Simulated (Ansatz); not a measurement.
**GeHO (quartet): from Hartree-Fock to the top rungs at angle O2–Ge1–H3 = 114.5°, cc-pVDZ**

One table from this session's results is given with a row withheld; the runs are named, their logs left out.

Computed with Ansatz 0.2.0, Gaussian basis. Level: cc-pVDZ, core rule «outside noble gas», up to 15 orbitals frozen.

The runs, in order: UHF; CCSD(T) on ROHF; CCSD(T) on UHF; BCCD(T) on ROHF; CISD; CCSDT(Q) on ROHF; CCSDT(Q) on UHF; CASSCF and MRCISD+Q, 5 electrons in 5 orbitals; CASSCF and NEVPT2, 5 electrons in 5 orbitals.

30 further runs of the same task are left out: 15 for a known fault of the program, 12 that didn't finish, 3 set aside as unsound or not needed.

## What is computed

The geometry derives from a PBE0/def2-TZVP stationary point (not a proven minimum). One angle is set to the value named; bond lengths are kept. No spin-orbit coupling is included. The filled d shell of Ge may be among the frozen orbitals whatever the setting's name suggests; the logs give the count.

3 atoms, charge 0, spin multiplicity 4.

Atoms are counted from 1 here; the program's logs count them from 0.

Bond lengths: Ge1–O2 1.855 Å, Ge1–H3 1.563 Å. Angles: O2–Ge1–H3 114.5°.

Set-up of the first run:

The input, in.yaml:

```yaml
crystal:
  periodic: [false, false, false]
  atoms:
    - {symbol: Ge, position_ang: [0.000000, -0.037540, 0.321995]}
    - {symbol: O, position_ang: [0.000000, 0.086176, -1.528961]}
    - {symbol: H, position_ang: [0.000000, 1.337542, 1.064259]}
basis:
  gaussian: {orbitals: cc-pVDZ}
magnetization: {spin_polarized: true, initial_magnetization: 3}
hamiltonian: {xc: hf}
output: {orbitals: {seedname: orbitals}}
```

Command:

```
$ ansatz run in.yaml --threads 1 --pin off --events-out ev --progress --plain --max-ram 2393MiB
```

Among the steps run: UHF; CCSD(T) on ROHF; CCSD(T) on UHF; BCCD(T) on ROHF; CISD; CCSDT(Q) on ROHF; CCSDT(Q) on UHF; CASSCF and MRCISD+Q, 5 electrons in 5 orbitals; CASSCF and NEVPT2, 5 electrons in 5 orbitals.

One of the session's tables, all rows but one given; the rest of the session is left out.

| method | from UCCSDT(Q) (meV) |
| --- | --- |
| ROHF | +6541.5 |
| UHF | +6340.0 |
| RMP2 | +924.2 |
| UMP2 | +914.3 |
| RCCSD | +204.2 |
| UCCSD | +189.6 |
| RCCSD(T) | +55.6 |
| UCCSD(T) | +45.8 |
| BCCD(T) | ? |
| RCCSDT | +26.0 |
| UCCSDT | +15.5 |
| RCCSDT(Q) | +12.7 |
| UCCSDT(Q) | 0 |
| CASSCF pair | +5910.7 |
| NEVPT2 pair | +912.5 |
| MRCISD pair | +510.5 |
| MRCISD+Q pair | +80.6 |

Estimate the missing values for BCCD(T).

**Answer.** from UCCSDT(Q) (meV): +56.3. In the column «from UCCSDT(Q) (meV)» it lies between RCCSD(T) (+55.6) and MRCISD+Q pair (+80.6).

Not comparable, so not listed: CISD (they don't share determinant, frozen orbitals or solution with the rows shown, or repeat one).

Limits of these values: Restricted and unrestricted rows rest on different reference determinants; where their highest levels disagree by more than a few hundredths of an eV, they describe different states and don't form one ladder.
